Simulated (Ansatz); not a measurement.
# FeNi3: the cost of one run

Program: Ansatz 0.2.0. Level of theory: DFT PBE, scalar-relativistic, plane waves, PAW. These are calculated values, not measurements.

## Step 1: The system as given

The structure is cubic, space group Pm-3m (No. 221). The conventional cell has a = 3.545 Å, b = 3.545 Å, c = 3.545 Å, α = 90.00°, β = 90.00°, γ = 90.00°. Fe (site symmetry m-3m) has 12 Ni at 2.51 Å as nearest neighbours. Ni (site symmetry 4/mmm) is surrounded by 4 Fe at 2.51 Å and 8 Ni at 2.51 Å.

Structure file:

```cif
data_structure
_symmetry_space_group_name_H-M 'P 1'
_symmetry_Int_Tables_number 1
_cell_length_a 3.5450
_cell_length_b 3.5450
_cell_length_c 3.5450
_cell_angle_alpha 90.000
_cell_angle_beta 90.000
_cell_angle_gamma 90.000
_cell_volume 44.55
loop_
_atom_site_label
_atom_site_type_symbol
_atom_site_fract_x
_atom_site_fract_y
_atom_site_fract_z
_atom_site_occupancy
Fe1 Fe 0.00000 0.00000 0.00000 1
Ni1 Ni 0.00000 0.50000 0.50000 1
Ni2 Ni 0.50000 0.00000 0.50000 1
Ni3 Ni 0.50000 0.50000 0.00000 1
```

The structure comes from the Crystallography Open Database.

## Step 2: Self-consistent density

The input, input.yaml:

```yaml
crystal:
  lattice:
    - [3.545, 0.0, 0.0]
    - [0.0, 3.545, 0.0]
    - [0.0, 0.0, 3.545]
  atoms:
    - { symbol: Fe, position: [0.0, 0.0, 0.0], spin: 4.0 }
    - { symbol: Ni, position: [0.0, 0.5, 0.5], spin: 2.0 }
    - { symbol: Ni, position: [0.5, 0.0, 0.5], spin: 2.0 }
    - { symbol: Ni, position: [0.5, 0.5, 0.0], spin: 2.0 }
magnetization:
  spin_polarized: true
basis:
  ecutwfc: 420
  fft_grid_basis: typed
kpoints:
  mp_grid: { grid: [10, 10, 10] }
hamiltonian:
  xc: pbe
  pseudopotentials: { kind: paw }
scf:
  occupations: { method: gaussian, width: 0.05 }
output:
  forces: true
  stress: true
  eigenvalues: true
  bader: true
  write_density: true
  volumetric_format: npy
  populations: true
  elf: true
```

Launch:

```sh
ansatz run input.yaml --threads 2 --pin off --max-ram 4096MiB --backend cpu --events-out ev --progress --plain --runs-dir out
```

Q: Estimate wall time and peak memory on 2 threads of Arm Neoverse N1, shared host.

About 41 s, with a peak of 0.54 GiB.
